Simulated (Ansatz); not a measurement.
# F2H7NOSi: the cost of one run

All numbers below are computed with Ansatz 0.2.0 (UKS B3LYP/6-31G).

## Step 1: The starting structure

Bond lengths: Si1–F2 2.004 Å, Si1–H3 1.452 Å, Si1–H4 1.453 Å, Si1–N5 1.734 Å, Si1–O7 2.064 Å, N5–H10 1.006 Å, N5–H11 1.008 Å, O7–H12 0.954 Å. Angles: F2–Si1–H3 80.6°, F2–Si1–H4 79.4°, F2–Si1–N5 172.5°, F2–Si1–O7 83.3°, H3–Si1–H4 145.6°, H3–Si1–N5 106.0°, H3–Si1–O7 96.9°, H4–Si1–N5 96.3°, H4–Si1–O7 108.1°, N5–Si1–O7 92.2°, Si1–N5–H10 121.7°, Si1–N5–H11 121.2°, H10–N5–H11 110.5°, Si1–O7–H12 107.9°.

Coordinates:

```xyz
12

Si   -0.6525   -0.3551   -0.3944
F     0.1843   -1.7836    0.7352
H    -0.0414   -1.1556   -1.4401
H    -1.5537   -0.3570    0.7449
N    -1.3531    1.0168   -1.1907
H     1.6854    0.0734    1.0157
O     1.0388    0.7080    0.1255
H     1.1565   -1.5033    1.3736
F     2.0288   -0.7901    1.7798
H    -2.3490    1.1500   -1.2349
H    -0.9035    1.4444   -1.9849
H     0.7595    1.5521    0.4702
```

## Step 2: Run 1

150 steps of 0.5 fs at constant energy, with velocities drawn for 600 K.

input.yaml

```yaml
crystal:
  periodic: [false, false, false]
  atoms:
    - { symbol: Si, position_ang: [-0.6525, -0.3551, -0.3944] }
    - { symbol: F, position_ang: [0.1843, -1.7836, 0.7352] }
    - { symbol: H, position_ang: [-0.0414, -1.1556, -1.4401] }
    - { symbol: H, position_ang: [-1.5537, -0.357, 0.7449] }
    - { symbol: "N", position_ang: [-1.3531, 1.0168, -1.1907] }
    - { symbol: H, position_ang: [1.6854, 0.0734, 1.0157] }
    - { symbol: O, position_ang: [1.0388, 0.708, 0.1255] }
    - { symbol: H, position_ang: [1.1565, -1.5033, 1.3736] }
    - { symbol: F, position_ang: [2.0288, -0.7901, 1.7798] }
    - { symbol: H, position_ang: [-2.349, 1.15, -1.2349] }
    - { symbol: H, position_ang: [-0.9035, 1.4444, -1.9849] }
    - { symbol: H, position_ang: [0.7595, 1.5521, 0.4702] }
magnetization:
  spin_polarized: true
basis:
  gaussian: { orbitals: "6-31G" }
hamiltonian:
  xc: b3lyp
md:
  timestep: 0.5
  n_steps: 150
  ensemble: nve
  temperature: 600.0
  initial_velocities: maxwell_boltzmann
  seed: 787061
```

Command:

```console
$ ansatz run input.yaml --threads 1 --pin off --max-ram 2048MiB --backend cpu --events-out ev --progress --plain --runs-dir out
```

What time and memory should one allow on 1 thread of AMD EPYC 7R13 (Zen 3), shared host?

About 12 min, with a peak of 0.21 GiB.
